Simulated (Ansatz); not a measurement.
# CH7FGeOSi: a ladder of functionals and wavefunction methods

The task here is to estimate one member of a computed series from the others.

Computed with Ansatz 0.2.0, Gaussian basis. Level: functionals in def2-TZVPP, the program's frozen cores in correlated methods.

The runs, in order: LDA (SPW92), PBE-D4, revPBE-D4, BLYP-D4, r2SCAN-D4, B97M-V, PBE0-D4, B3LYP-D4, r2SCANh-D4, r2SCAN0-D4, HSE06-D4, BHLYP-D4, CAM-B3LYP-D4, LC-ωPBE, ωB97X-V, ωB97M-V, B2PLYP, PBE-QIDH; CCSD(T)/def2-SVP; CCSD(T)/def2-TZVPP; MP2/def2-QZVPP; extrapolation to the limit; RPA on PBE.

### The geometry

All runs share one geometry, relaxed beforehand with PBE0-D4 in a triple-zeta def2 set.

SMILES `CO[SiH](F)[GeH3]`, 12 atoms, charge 0, spin multiplicity 1.

Atoms are counted from 1 here; the program's logs count them from 0.

Bond lengths: C1–O2 1.414 Å, C1–H6 1.091 Å, C1–H7 1.093 Å, C1–H8 1.096 Å, O2–Si3 1.628 Å, Si3–F4 1.604 Å, Si3–Ge5 2.373 Å, Si3–H9 1.489 Å, Ge5–H10 1.537 Å, Ge5–H11 1.537 Å, Ge5–H12 1.536 Å. Angles: O2–C1–H6 108.3°, O2–C1–H7 110.6°, O2–C1–H8 111.5°, H6–C1–H7 108.9°, H6–C1–H8 108.7°, H7–C1–H8 108.8°, C1–O2–Si3 124.9°, O2–Si3–F4 110.4°, O2–Si3–Ge5 107.0°, O2–Si3–H9 109.7°, F4–Si3–Ge5 109.4°, F4–Si3–H9 105.0°, Ge5–Si3–H9 115.3°, Si3–Ge5–H10 109.9°, Si3–Ge5–H11 110.3°, Si3–Ge5–H12 110.6°, H10–Ge5–H11 108.4°, H10–Ge5–H12 108.9° and more.

As a file:

```xyz
12
charge 0, multiplicity 1
C    -1.73659    0.94206    1.17621
O    -0.65591    0.72737    0.29050
Si    0.03857   -0.71596    0.00123
F    -0.96652   -1.66918   -0.80693
Ge    1.96710   -0.30549   -1.31911
H    -1.73866    1.99401    1.46464
H    -2.68620    0.70681    0.68808
H    -1.64249    0.33023    2.08045
H     0.28709   -1.41986    1.28931
H     2.96913    0.55126   -0.52881
H     2.65050   -1.63152   -1.69090
H     1.59100    0.43508   -2.61077
```

The first run:

in.yaml

```yaml
crystal:
  periodic: [false, false, false]
  atoms:
    - {symbol: C, position_ang: [-1.736593, 0.942056, 1.176210]}
    - {symbol: O, position_ang: [-0.655914, 0.727371, 0.290500]}
    - {symbol: Si, position_ang: [0.038567, -0.715964, 0.001235]}
    - {symbol: F, position_ang: [-0.966520, -1.669177, -0.806929]}
    - {symbol: Ge, position_ang: [1.967095, -0.305488, -1.319109]}
    - {symbol: H, position_ang: [-1.738656, 1.994006, 1.464637]}
    - {symbol: H, position_ang: [-2.686203, 0.706815, 0.688082]}
    - {symbol: H, position_ang: [-1.642486, 0.330226, 2.080454]}
    - {symbol: H, position_ang: [0.287086, -1.419865, 1.289308]}
    - {symbol: H, position_ang: [2.969125, 0.551263, -0.528813]}
    - {symbol: H, position_ang: [2.650502, -1.631522, -1.690902]}
    - {symbol: H, position_ang: [1.590997, 0.435078, -2.610771]}
basis:
  gaussian: {orbitals: def2-TZVPP}
hamiltonian: {xc: lda}
output: {orbitals: {seedname: orbitals}}
```

Command:

```sh
$ ansatz run in.yaml --threads 4 --pin off --events-out ev --progress --plain --max-ram 11315MiB
```

Among the steps run: LDA; PBE-D4 (GGA); revPBE-D4 (GGA); BLYP-D4 (GGA); r2SCAN-D4 (meta-GGA); B97M-V (meta-GGA); PBE0-D4 (hybrid); B3LYP-D4 (hybrid); r2SCANh-D4 (hybrid); r2SCAN0-D4 (hybrid); HSE06-D4 (hybrid); BHLYP-D4 (hybrid); CAM-B3LYP-D4 (range-separated); LC-ωPBE (range-separated); ωB97X-V (range-separated); ωB97M-V (range-separated); B2PLYP (double hybrid); PBE-QIDH (double hybrid).

One of the session's tables, all rows but one given; the rest of the session is left out.

It belongs to the step «Orbital energies across the functionals». 

| functional | HOMO (eV) | gap (eV) |
| --- | --- | --- |
| LDA (SPW92) | -7.04 | 6.09 |
| PBE-D4 | -6.95 | 6.22 |
| revPBE-D4 | -6.90 | 6.29 |
| BLYP-D4 | -6.84 | 6.26 |
| r2SCAN-D4 | ? | ? |
| B97M-V | -7.36 | 6.72 |
| PBE0-D4 | -8.18 | 8.28 |
| B3LYP-D4 | -7.98 | 7.89 |
| r2SCANh-D4 | -7.70 | 7.54 |
| r2SCAN0-D4 | -8.37 | 8.63 |
| HSE06-D4 | -7.78 | 7.51 |
| BHLYP-D4 | -9.29 | 10.28 |
| CAM-B3LYP-D4 | -9.48 | 10.62 |
| LC-ωPBE | -10.76 | 13.05 |
| ωB97X-V | -10.46 | 12.59 |
| ωB97M-V | -10.25 | 12.12 |

Q: Estimate the row for r2SCAN-D4 from the others.

Worked estimate for «HOMO (eV)». Against the share of exact exchange, r2SCANh-D4 (0.1, -7.70), r2SCAN0-D4 (0.25, -8.37) give a slope of -4.47 per unit share; at 0 the line stands at -7.25.

The run gave: HOMO (eV): -7.25; gap (eV): 6.81. In «HOMO (eV)» the line misses by 0.00.
